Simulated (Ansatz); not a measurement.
# C₄H₁₂InNS: up Jacob's ladder to CCSD(T)

One table from this session's results is given with a row withheld; the runs are named, their logs left out.

Program: Ansatz 0.2.0, Gaussian basis. Level of theory: functionals in def2-TZVPP, the program's frozen cores in correlated methods. These are calculated values, not measurements.

Plan: LDA (SPW92), PBE-D4, revPBE-D4, BLYP-D4, r2SCAN-D4, B97M-V, PBE0-D4, B3LYP-D4, r2SCANh-D4, r2SCAN0-D4, HSE06-D4, BHLYP-D4, CAM-B3LYP-D4, LC-ωPBE, ωB97X-V, ωB97M-V, B2PLYP, PBE-QIDH; CCSD(T)/def2-SVP; CCSD(T)/def2-TZVPP; MP2/def2-QZVPP; extrapolation to the limit; RPA on PBE.

**The relaxed structure**

An earlier PBE0-D4 in a triple-zeta def2 set relaxation fixed the geometry. In takes the def2 core potential; no spin-orbit term is included.

SMILES `C[CH2][In]([SH])[N](C)C`, 19 atoms, charge 0, spin multiplicity 1.

Atoms are counted from 1 here; the program's logs count them from 0.

Bond lengths: C1–C2 1.524 Å, C1–H8 1.095 Å, C1–H9 1.093 Å, C1–H10 1.093 Å, C2–In3 2.154 Å, C2–H11 1.093 Å, C2–H12 1.092 Å, In3–S4 2.396 Å, In3–N5 2.020 Å, S4–H13 1.343 Å, N5–C6 1.438 Å, N5–C7 1.435 Å, C6–H14 1.094 Å, C6–H15 1.102 Å, C6–H16 1.102 Å, C7–H17 1.092 Å, C7–H18 1.102 Å, C7–H19 1.102 Å. Angles: C2–C1–H8 111.1°, C2–C1–H9 112.1°, C2–C1–H10 112.0°, H8–C1–H9 107.1°, H8–C1–H10 107.1°, H9–C1–H10 107.2°, C1–C2–In3 113.6°, C1–C2–H11 110.8°, C1–C2–H12 111.1°, In3–C2–H11 106.8°, In3–C2–H12 107.4°, H11–C2–H12 106.9°, C2–In3–S4 124.4°, C2–In3–N5 120.6°, S4–In3–N5 114.9°, In3–S4–H13 94.6°, In3–N5–C6 121.6°, In3–N5–C7 125.8° and more.

Set-up of the first run:

Contents of in.yaml:

```yaml
crystal:
  periodic: [false, false, false]
  atoms:
    - {symbol: C, position_ang: [1.149052, -2.118078, -1.641423]}
    - {symbol: C, position_ang: [1.540285, -1.773483, -0.208981]}
    - {symbol: In, position_ang: [1.074263, 0.254097, 0.347194]}
    - {symbol: S, position_ang: [2.709028, 1.959056, 0.749099]}
    - {symbol: N, position_ang: [-0.845795, 0.856490, 0.525866]}
    - {symbol: C, position_ang: [-1.942651, -0.055005, 0.341986]}
    - {symbol: C, position_ang: [-1.281707, 2.188660, 0.833138]}
    - {symbol: H, position_ang: [1.383559, -3.162011, -1.874046]}
    - {symbol: H, position_ang: [0.079641, -1.980818, -1.820211]}
    - {symbol: H, position_ang: [1.679781, -1.500324, -2.369884]}
    - {symbol: H, position_ang: [1.022587, -2.422682, 0.501986]}
    - {symbol: H, position_ang: [2.610376, -1.917737, -0.048729]}
    - {symbol: H, position_ang: [1.804674, 2.910876, 1.031541]}
    - {symbol: H, position_ang: [-1.586097, -1.064546, 0.119288]}
    - {symbol: H, position_ang: [-2.575802, -0.122693, 1.241315]}
    - {symbol: H, position_ang: [-2.599996, 0.252453, -0.487376]}
    - {symbol: H, position_ang: [-0.433058, 2.863986, 0.964611]}
    - {symbol: H, position_ang: [-1.875168, 2.222996, 1.760863]}
    - {symbol: H, position_ang: [-1.912972, 2.608772, 0.033772]}
basis:
  gaussian: {orbitals: def2-TZVPP}
hamiltonian: {xc: lda}
output: {orbitals: {seedname: orbitals}}
```

Among the steps run: LDA; PBE-D4 (GGA); revPBE-D4 (GGA); BLYP-D4 (GGA); r2SCAN-D4 (meta-GGA); B97M-V (meta-GGA); PBE0-D4 (hybrid); B3LYP-D4 (hybrid); r2SCANh-D4 (hybrid); r2SCAN0-D4 (hybrid); HSE06-D4 (hybrid); BHLYP-D4 (hybrid); CAM-B3LYP-D4 (range-separated); LC-ωPBE (range-separated); ωB97X-V (range-separated); ωB97M-V (range-separated); B2PLYP (double hybrid); PBE-QIDH (double hybrid).

One table of the session follows, with a row left open; its other results are not shown here.

It belongs to the step «Orbital energies across the functionals». 

| functional | HOMO (eV) | gap (eV) |
| --- | --- | --- |
| LDA (SPW92) | -4.88 | 3.22 |
| PBE-D4 | -4.72 | 3.32 |
| revPBE-D4 | -4.66 | 3.37 |
| BLYP-D4 | -4.62 | 3.27 |
| r2SCAN-D4 | -4.93 | 3.77 |
| B97M-V | -5.04 | 3.67 |
| PBE0-D4 | -5.92 | 5.26 |
| B3LYP-D4 | ? | ? |
| r2SCANh-D4 | -5.38 | 4.52 |
| r2SCAN0-D4 | -6.08 | 5.56 |
| HSE06-D4 | -5.52 | 4.51 |
| BHLYP-D4 | -7.09 | 7.05 |
| CAM-B3LYP-D4 | -7.28 | 7.40 |
| LC-ωPBE | -8.59 | 9.78 |
| ωB97X-V | -8.27 | 9.29 |
| ωB97M-V | -8.19 | 8.88 |

Estimate the missing values for B3LYP-D4.

Worked estimate for «HOMO (eV)». Against the share of exact exchange, BLYP-D4 (0, -4.62), BHLYP-D4 (0.5, -7.09) give a slope of -4.94 per unit share; at 0.2 the line stands at -5.61.

As computed: HOMO (eV): -5.73; gap (eV): 4.83. In «HOMO (eV)» the line misses by +0.12.
